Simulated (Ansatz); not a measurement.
# CH₃BBr₂: a ladder of functionals and wavefunction methods

How much do the methods differ for CH₃BBr₂? The plan is to run it at one geometry with functionals of several rungs and with coupled cluster, and see how far each lands from CCSD(T) at the basis-set limit for the atomisation energy.

Method: functionals in def2-TZVPP, the program's frozen cores in correlated methods; program: Ansatz 0.2.0, Gaussian basis.

Plan: LDA (SPW92), PBE-D4, revPBE-D4, BLYP-D4, r2SCAN-D4, B97M-V, PBE0-D4, B3LYP-D4, r2SCANh-D4, r2SCAN0-D4, HSE06-D4, BHLYP-D4, CAM-B3LYP-D4, LC-ωPBE, ωB97X-V, ωB97M-V, B2PLYP, PBE-QIDH; CCSD(T)/def2-SVP; CCSD(T)/def2-TZVPP; MP2/def2-QZVPP; extrapolation to the limit; RPA on PBE.

## 1. The relaxed structure

An earlier PBE0-D4 in a triple-zeta def2 set relaxation fixed the geometry.

SMILES `CB(Br)Br`, 7 atoms, charge 0, spin multiplicity 1.

Atoms are counted from 1 here; the program's logs count them from 0.

Bond lengths: C1–B2 1.550 Å, C1–H5 1.095 Å, C1–H6 1.095 Å, C1–H7 1.089 Å, B2–Br3 1.913 Å, B2–Br4 1.909 Å. Angles: B2–C1–H5 109.7°, B2–C1–H6 109.6°, B2–C1–H7 113.5°, H5–C1–H6 105.7°, H5–C1–H7 109.1°, H6–C1–H7 109.0°, C1–B2–Br3 120.2°, C1–B2–Br4 122.0°, Br3–B2–Br4 117.8°.

Geometry (Å):

```
atom     x (Å)     y (Å)     z (Å)
  C1  -0.00791   0.76831   0.03048
  B2  -0.01026  -0.77920  -0.05737
 Br3   1.48825  -1.78145   0.58322
 Br4  -1.47979  -1.74781  -0.79765
  H5   0.13739   1.07967   1.07035
  H6   0.85168   1.16575  -0.52004
  H7  -0.91806   1.22683  -0.35470
```

## 2. LDA

This LDA is Slater exchange with PW92 correlation.

in.yaml reads:

```yaml
crystal:
  periodic: [false, false, false]
  atoms:
    - {symbol: C, position_ang: [-0.007905, 0.768307, 0.030484]}
    - {symbol: B, position_ang: [-0.010262, -0.779198, -0.057368]}
    - {symbol: Br, position_ang: [1.488247, -1.781451, 0.583225]}
    - {symbol: Br, position_ang: [-1.479795, -1.747805, -0.797650]}
    - {symbol: H, position_ang: [0.137390, 1.079668, 1.070346]}
    - {symbol: H, position_ang: [0.851682, 1.165753, -0.520037]}
    - {symbol: H, position_ang: [-0.918058, 1.226826, -0.354700]}
basis:
  gaussian: {orbitals: def2-TZVPP}
hamiltonian: {xc: lda}
output: {orbitals: {seedname: orbitals}}
```

After this run come: PBE-D4 (GGA); revPBE-D4 (GGA); BLYP-D4 (GGA); r2SCAN-D4 (meta-GGA); B97M-V (meta-GGA); PBE0-D4 (hybrid); B3LYP-D4 (hybrid); r2SCANh-D4 (hybrid); r2SCAN0-D4 (hybrid); HSE06-D4 (hybrid); BHLYP-D4 (hybrid); CAM-B3LYP-D4 (range-separated); LC-ωPBE-D4 (range-separated); ωB97X-V (range-separated); ωB97M-V (range-separated); B2PLYP (double hybrid); PBE-QIDH (double hybrid); CCSD(T) in def2-SVP; CCSD(T) in def2-TZVPP; MP2 in def2-QZVPP; RPA on PBE orbitals.

Q: Predict the results of all the runs planned. Wanted: atomisation energy, CCSD(T)/CBS; farthest beyond LDA; mean size of error, GGA; mean size of error, meta-GGA; mean size of error, hybrid; mean size of error, range-separated; mean size of error, double hybrid; gap, smallest and largest; T1 diagnostic.

**Answer**, as computed:

| quantity | value |
| --- | --- |
| atomisation energy, CCSD(T)/CBS | 25.679 eV |
| functionals within 0.257 eV (1.0 %) | revPBE-D4, B97M-V, PBE0-D4, B3LYP-D4, r2SCANh-D4, r2SCAN0-D4, CAM-B3LYP-D4, LC-ωPBE, ωB97X-V, ωB97M-V, PBE-QIDH |
| farthest beyond LDA | BHLYP-D4 (-0.702 eV) |
| mean size of error, GGA | 0.314 eV |
| mean size of error, meta-GGA | 0.197 eV |
| mean size of error, hybrid | 0.263 eV |
| mean size of error, range-separated | 0.122 eV |
| mean size of error, double hybrid | 0.231 eV |
| gap, smallest and largest | 4.39 eV (LDA (SPW92)), 11.59 eV (LC-ωPBE) |
| T1 diagnostic | 0.0094 |
| triples share of the correlation energy | 3.7 % |

**Reading.** LDA overbinds by 3.623 eV (14 %). PBE-D4 is off by +0.578 eV. Double hybrids carry the basis error of their MP2 part in triple zeta, and no dispersion term here, so their miss is partly the set-up's. The rungs range-separated, meta-GGA, double hybrid miss on average by less than the doubt on the reference (0.257 eV), so they tie. Misses under about 0.257 eV are within the doubt on the reference itself, which lacks core-valence correlation, relativity and higher excitations, and its outer-core shells are covered unevenly. All levels share the lack of spin-orbit coupling, which lowers the free heavy atoms and so the true binding. Hartree-Fock recovers 76 % of the binding; the rest is correlation. CCSD(T) in def2-SVP is off by -1.177 eV, more than most functionals: a good method in a small basis is no reference. The gap grows from 4.4 to 11.6 eV across the functionals, mostly with the share of exact exchange. Correlated methods include outer-core shells of Br, which these sets cover unevenly.
